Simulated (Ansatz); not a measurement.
# C12H8S: relaxing the structure

Aim: relax C12H8S from a cheap starting geometry.

Program: Ansatz 0.2.0, Gaussian basis. Level of theory: RKS PBE0-D4/def2-TZVP. These are calculated values, not measurements.

Levels to be run: relaxation at PBE0-D4/def2-TZVP.

1 further run of the same task is left out (set aside as unsound or not needed).

## 1. Where the work starts

SMILES `c1ccc2c(c1)sc1ccccc12`, 21 atoms, charge 0, spin multiplicity 1.

Atoms are counted from 1 here; the program's logs count them from 0.

Bond lengths: C1–C2 1.392 Å, C1–C6 1.382 Å, C1–H14 1.080 Å, C2–C3 1.380 Å, C2–H15 1.079 Å, C3–C4 1.392 Å, C3–H16 1.079 Å, C4–C5 1.405 Å, C4–C13 1.440 Å, C5–C6 1.385 Å, C5–S7 1.751 Å, C6–H17 1.079 Å, S7–C8 1.751 Å, C8–C9 1.385 Å, C8–C13 1.405 Å, C9–C10 1.382 Å, C9–H18 1.079 Å, C10–C11 1.392 Å and more. Angles: C2–C1–C6 120.7°, C2–C1–H14 119.7°, C6–C1–H14 119.6°, C1–C2–C3 120.7°, C1–C2–H15 119.5°, C3–C2–H15 119.8°, C2–C3–C4 119.6°, C2–C3–H16 120.6°, C4–C3–H16 119.8°, C3–C4–C5 118.8°, C3–C4–C13 129.2°, C5–C4–C13 112.0°, C4–C5–C6 121.6°, C4–C5–S7 112.6°, C6–C5–S7 125.8°, C1–C6–C5 118.4°, C1–C6–H17 121.2°, C5–C6–H17 120.4° and more.

Geometry (Å):

```xyz
21
charge 0, multiplicity 1
C    -3.1919   -0.7657   -1.1343
C    -2.1511   -1.4094   -1.7972
C    -0.8388   -1.1855   -1.4353
C    -0.5523   -0.3058   -0.3952
C    -1.6155    0.3347    0.2629
C    -2.9334    0.1115   -0.0988
S    -1.0719    1.4017    1.5398
C     0.5970    0.9964    1.2006
C     1.7031    1.4979    1.8661
C     2.9572    1.0737    1.4711
C     3.1036    0.1635    0.4285
C     2.0006   -0.3352   -0.2332
C     0.7262    0.0767    0.1462
H    -4.2127   -0.9530   -1.4316
H    -2.3757   -2.0911   -2.6036
H    -0.0337   -1.6862   -1.9515
H    -3.7340    0.6149    0.4206
H     1.5801    2.2027    2.6737
H     3.8320    1.4528    1.9777
H     4.0932   -0.1539    0.1354
H     2.1182   -1.0408   -1.0418
```

The start is a GFN2-xTB geometry.

## 2. Relaxation at PBE0-D4/def2-TZVP

in.yaml reads:

```yaml
crystal:
  periodic: [false, false, false]
  atoms:
    - {symbol: C, position_ang: [-3.191890, -0.765720, -1.134340]}
    - {symbol: C, position_ang: [-2.151140, -1.409410, -1.797240]}
    - {symbol: C, position_ang: [-0.838780, -1.185470, -1.435260]}
    - {symbol: C, position_ang: [-0.552340, -0.305820, -0.395210]}
    - {symbol: C, position_ang: [-1.615470, 0.334710, 0.262900]}
    - {symbol: C, position_ang: [-2.933410, 0.111550, -0.098780]}
    - {symbol: S, position_ang: [-1.071930, 1.401660, 1.539810]}
    - {symbol: C, position_ang: [0.597010, 0.996360, 1.200560]}
    - {symbol: C, position_ang: [1.703080, 1.497950, 1.866090]}
    - {symbol: C, position_ang: [2.957200, 1.073710, 1.471130]}
    - {symbol: C, position_ang: [3.103640, 0.163480, 0.428510]}
    - {symbol: C, position_ang: [2.000550, -0.335220, -0.233180]}
    - {symbol: C, position_ang: [0.726170, 0.076750, 0.146190]}
    - {symbol: H, position_ang: [-4.212740, -0.952980, -1.431610]}
    - {symbol: H, position_ang: [-2.375670, -2.091050, -2.603620]}
    - {symbol: H, position_ang: [-0.033730, -1.686180, -1.951460]}
    - {symbol: H, position_ang: [-3.734030, 0.614890, 0.420570]}
    - {symbol: H, position_ang: [1.580120, 2.202730, 2.673720]}
    - {symbol: H, position_ang: [3.831960, 1.452810, 1.977680]}
    - {symbol: H, position_ang: [4.093240, -0.153930, 0.135380]}
    - {symbol: H, position_ang: [2.118160, -1.040810, -1.041830]}
basis:
  gaussian: {orbitals: def2-TZVP}
hamiltonian: {xc: pbe0, dispersion: d4}
relax: {f_tol: 0.005, max_steps: 150}
```

Before running them: what should the planned runs give, taken together? Wanted: point group; shift from the start; total energy; dispersion term; dipole moment.

**Answer**, as computed:

| quantity | value |
| --- | --- |
| point group | C2v |
| steps | 4 |
| shift from the start (rms) | 0.007 Å |
| total energy | -23397.0410 eV |
| dispersion term | -734 meV |
| dipole moment | 0.73 D |

What this shows: The relaxed geometry lies 0.007 Å (rms) from the start; the bond that changed most is S7–C8, from 1.751 to 1.738 Å. No vibrations were run, so it is not proven to be a minimum. The largest Mulliken charge, -0.24 e, sits on C12.
